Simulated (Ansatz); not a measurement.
# Ga2BAs3: from a guess to a relaxed structure

The task: take a trial cell of Ga2BAs3 to zero force and stress.

Computed with Ansatz 0.2.0 (DFT PBE, scalar-relativistic, plane waves, PAW, unless a step's input says otherwise).

**1. The starting structure**

Symmetry: I-4m2, No. 119, tetragonal system. The conventional cell has a = 3.800 Å, b = 3.800 Å, c = 16.123 Å, α = 90.00°, β = 90.00°, γ = 90.00°. Around Ga (site symmetry 2mm) lie 4 As at 2.33 Å. B (site symmetry -4m2) has 4 As at 2.33 Å as nearest neighbours. As (site symmetry 2mm) has 2 B at 2.33 Å and 2 Ga at 2.33 Å as nearest neighbours. As (site symmetry -4m2) is surrounded by 4 Ga at 2.33 Å.

Coordinates:

```cif
data_structure
_symmetry_space_group_name_H-M 'P 1'
_symmetry_Int_Tables_number 1
_cell_length_a 8.4977
_cell_length_b 8.4977
_cell_length_c 8.4977
_cell_angle_alpha 154.158
_cell_angle_beta 154.158
_cell_angle_gamma 36.870
_cell_volume 116.43
loop_
_atom_site_label
_atom_site_type_symbol
_atom_site_fract_x
_atom_site_fract_y
_atom_site_fract_z
_atom_site_occupancy
Ga1 Ga 0.83333 0.83333 0.00000 1
Ga2 Ga 0.16667 0.16667 0.00000 1
B1 B 0.50000 0.50000 0.00000 1
As1 As 0.58333 0.08333 0.50000 1
As2 As 0.25000 0.75000 0.50000 1
As3 As 0.91667 0.41667 0.50000 1
```

The start is an ordering of an alloy on its end members' structure types: elements ordered on the sites of the GaAs type, B/Ga on Ga (I-4m2, No. 119).

**2. The guess as it stands, on a coarse mesh**

Contents of input.yaml:

```yaml
crystal:
  lattice:
    - [-1.90014152, 1.90014152, 8.06161772]
    - [1.90014152, -1.90014152, 8.06161772]
    - [1.90014152, 1.90014152, -8.06161772]
  atoms:
    - { symbol: Ga, position: [0.83333333, 0.83333333, 0.0] }
    - { symbol: Ga, position: [0.16666667, 0.16666667, 0.0] }
    - { symbol: B, position: [0.5, 0.5, 0.0] }
    - { symbol: As, position: [0.58333333, 0.08333333, 0.5] }
    - { symbol: As, position: [0.25, 0.75, 0.5] }
    - { symbol: As, position: [0.91666667, 0.41666667, 0.5] }
basis:
  ecutwfc: 420
kpoints:
  mp_grid: { grid: [6, 6, 6] }
hamiltonian:
  xc: pbe
scf:
  occupations: { method: gaussian, width: 0.1 }
  lower_state_search: "off"
output:
  forces: true
  stress: true
  eigenvalues: true
```

Launch:

```
> ansatz run input.yaml --threads 1 --pin off --max-ram 2560MiB --backend cpu --events-out ev --progress --plain --runs-dir out
```

The session goes on with these runs: rough relaxation on the coarse mesh; final relaxation.

Q: Predict the outcome of this session. Wanted: conventional cell; volume; energy over the elements; gap on the mesh.

**Answer**, as computed:

| quantity | value |
| --- | --- |
| symmetry at the end (tolerance 0.02 Å) | space group I-4m2 (No. 119) |
| conventional cell | a = 3.807 Å, b = 3.807 Å, c = 16.666 Å, α = 90.00°, β = 90.00°, γ = 90.00° |
| volume | 20.13 Å³/atom |
| energy over the elements | -0.08 eV/atom |
| gap on the mesh | 0.46 eV |

What this shows: The space group I-4m2 (No. 119) is kept, and the volume per atom grows by 3.7 % from the first guess. It lies below the elements, which doesn't yet make it stable: competing phases were not computed in this session. No finished test with a distortion of lower symmetry is shown, so the end may be a saddle point.
